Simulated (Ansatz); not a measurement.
The system is LiCuAuO2.

```
Au Cu O Li
1.0
     1.63720    0.94524    6.41882
    -1.63720    0.94524    6.41882
     0.00000   -1.89048    6.41882
Au Cu O Li
1 1 2 1
Direct
  0.99179 0.99179 0.99179
  0.51580 0.51580 0.51580
  0.10092 0.10092 0.10092
  0.88422 0.88422 0.88422
  0.75726 0.75726 0.75726
```

The cell comes from a database or a generator and needn't be the stable form of this composition.

```yaml
Program: Ansatz 0.2.0
Task: relaxation of cell and atoms
Functional: PBE
Dispersion: D3(BJ)
Potentials_or_basis: Ansatz PAW
Cutoff: "420 eV (not typed: the program's choice for these potentials)"
k_mesh: 9 × 9 × 9
Occupations: fermi-dirac, width 0.05 eV
Spin: no spin polarisation
```

At the start: volume 11.92 Å³/atom.

Problem. Where does the relaxation end?

Solution. It ends after 10 steps and the volume is 11.48 Å³/atom (-3.7 %); space group R3m (No. 160, to 0.05 Å).

The path:
| step | energy change (eV) | largest force (eV/Å) | volume (Å³) |
| --- | --- | --- | --- |
| 1 | 0.0000 | 0.3343 | 59.60 |
| 2 | -0.0452 | 0.1686 | 57.98 |
| 3 | -0.0569 | 0.1320 | 57.04 |
| 4 | -0.0610 | 0.0588 | 57.15 |
| 5 | -0.0617 | 0.0271 | 57.30 |
| 6 | -0.0617 | 0.0219 | 57.46 |
| 7 | -0.0617 | 0.0013 | 57.49 |
| 8 | -0.0563 | 0.0019 | 57.49 |
| 9 | -0.0566 | 0.0039 | 57.40 |
| 10 | -0.0564 | 0.0039 | 57.40 |

Final structure:
```yaml
crystal:
  lattice:
    - [1.61763, 0.93394, 6.33268]
    - [-1.61763, 0.93394, 6.33268]
    - [0.00000, -1.86788, 6.33268]
  atoms:
    - { symbol: Au, position: [0.99067, 0.99067, 0.99067] }
    - { symbol: Cu, position: [0.51914, 0.51914, 0.51914] }
    - { symbol: O, position: [0.09829, 0.09829, 0.09829] }
    - { symbol: O, position: [0.88252, 0.88252, 0.88252] }
    - { symbol: Li, position: [0.75938, 0.75938, 0.75938] }
```

Caveat: the plane-wave basis is chosen anew once the cell has moved, so the energies of steps on either side of that aren't comparable; the pressure holds a Pulay correction of +0.5 GPa for the finite cutoff; an odd number of electrons without spin polarisation forces a metal; a magnetic or distorted state may lie lower; the run has no spin polarisation, though such a crystal can be magnetic; pairwise dispersion overbinds metals, which lowers pressure and volume.
